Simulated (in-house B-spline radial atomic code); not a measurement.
# As²⁹⁺: levels and lines by CI+MBPT

Which levels has As²⁹⁺, how pure are their terms, and how much do the corrections beyond plain CI move them?

Method: configuration interaction of two valence electrons in the frozen-core Dirac-Hartree-Fock potential, then with screened core-valence correlation, Breit and QED (CI+MBPT), no-pair Dirac, B-spline basis. Code: an in-house B-spline radial atomic code, version 1.

## (1) Starting point

```
element : arsenic (Z = 33)
charge  : +29
core    : 1s2
nucleus : mass number 75, rms radius 4.097 fm
```

## (2) The run, and its levels

Settings:

```ini
basis_form = 3
Z = 33
core_configuration = 1s2
rms_radius = 4.0968
mass_number = 75
speed_of_light = 137.035999084
box_radius = 2.903
lmax = 6
intervals = 58
virtual_cutoff = 2178.0
```

Started as:

```sh
> python run_mb.py task.json out
```

The settings stand in task.json.

The runs that follow: Matrix elements and lines.

**Question.** What will these runs give? Wanted: ground level; ionisation energy; first excited level; strongest line from the ground level; largest CI block.

The runs gave:

| quantity | value |
| --- | --- |
| ground level | 2s2 1S0 |
| ionisation energy | 3288.0 eV (plain CI 3290.3 eV) |
| first excited level | 2s2p 3P°0 at 56.62 eV |
| strongest line from the ground level | 2s3p 1P°1, 0.6543 nm, gf = 0.435 |
| largest CI block | 2746 |
| semi-empirical ionisation energy | 3287.0 ± 3 eV (NIST Atomic Spectra Database, ionization energies) |

**Reading.** The ground level is 2s2 1S0; the corrections beyond plain CI change the ionisation energy by -2.3 eV, to 3288.0 eV. The lowest 12 levels have a mean term purity of 0.88, so spin-orbit coupling mixes the terms. The spin-changing line from 2s2p 3P°1 has a rate of 2.49e+08 1/s, against 2.26e+13 1/s for the strongest allowed line to the ground level; rates also scale with the cube of the energy, so the ratio isn't the spin rule alone. The semi-empirical ionisation energy is 3287.0 ± 3 eV, so the final value is off by +0.032 %, within the tabulated uncertainty.
